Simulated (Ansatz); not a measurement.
Run this with Ansatz 0.2.0 through its Python package and show what comes out.

`adiabatic.py`
```python
"""How H4NSb relaxes after losing an electron."""

import ansatz
import numpy as np

molecule = (
    ansatz.Crystal.molecule()
    .atom("N", (-0.2162, -1.0046, 0.033))
    .atom("Sb", (0.719, 0.8823, 0.0303))
    .atom("H", (0.1357, -1.5263, -0.7544))
    .atom("H", (0.0472, -1.4216, 0.9181))
    .atom("H", (-0.173, 1.4194, -1.4007))
    .atom("H", (-0.4705, 1.5869, 1.1276))
)

calculation = molecule.calculation().basis(gaussian="def2-SVP").functional("r2scan")
symbols = [site.symbol for site in molecule.cartesian_sites]
start = np.array([site.position_ang for site in molecule.cartesian_sites], dtype=float)
rep = calculation.relax(force_tolerance=0.01).run().report
end = np.array(rep["positions_ang"])

minimum = ansatz.Crystal.molecule()
for symbol, place in zip(symbols, end):
    minimum = minimum.atom(symbol, place.tolist())
ion = (
    minimum.calculation()
    .basis(gaussian="def2-SVP")
    .functional("r2scan")
    .charge(1)
    .spin("collinear", total=1)
)
vertical = ion.run().report
settled = ion.relax(force_tolerance=0.01, max_steps=80).run().report
print(f"vertical ionisation energy   {vertical['free_energy_ev'] - rep['free_energy_ev']:.3f} eV")
print(f"adiabatic, no zero point     {settled['free_energy_ev'] - rep['free_energy_ev']:.3f} eV")
print(f"relaxation energy of the ion {vertical['free_energy_ev'] - settled['free_energy_ev']:.3f} eV")
ionised = np.array(settled["positions_ang"])
print("final positions (A) and the move of each atom")
for symbol, xyz, old in zip(symbols, ionised, end):
    print(f"{symbol:2s} {xyz[0]:10.5f} {xyz[1]:10.5f} {xyz[2]:10.5f}   {np.linalg.norm(xyz - old):7.4f}")
```

`python adiabatic.py` gives:
```text
vertical ionisation energy   9.308 eV
adiabatic, no zero point     8.235 eV
relaxation energy of the ion 1.073 eV
final positions (A) and the move of each atom
N    -0.03309   -0.94938    0.02379    0.3810
Sb    0.65701    0.97076    0.04234    0.3013
H     0.10110   -1.55940   -0.78993    1.0399
H    -0.13139   -1.49101    0.88940    1.0840
H    -0.09548    1.43163   -1.41591    0.5441
H    -0.45595    1.53349    1.20421    0.7136
```

Reading the output:
- The energies are electronic: no zero-point or thermal terms, and the basis set is short of its limit. The product may relax into another structure. The relaxation finds the nearest minimum, so the adiabatic value is an upper bound.
- def2 sets replace the cores of elements past krypton by effective core potentials.
- The whole script took 2.5 min on 1 thread of Arm Neoverse V1, with other jobs on the host, peak memory 0.24 GiB.
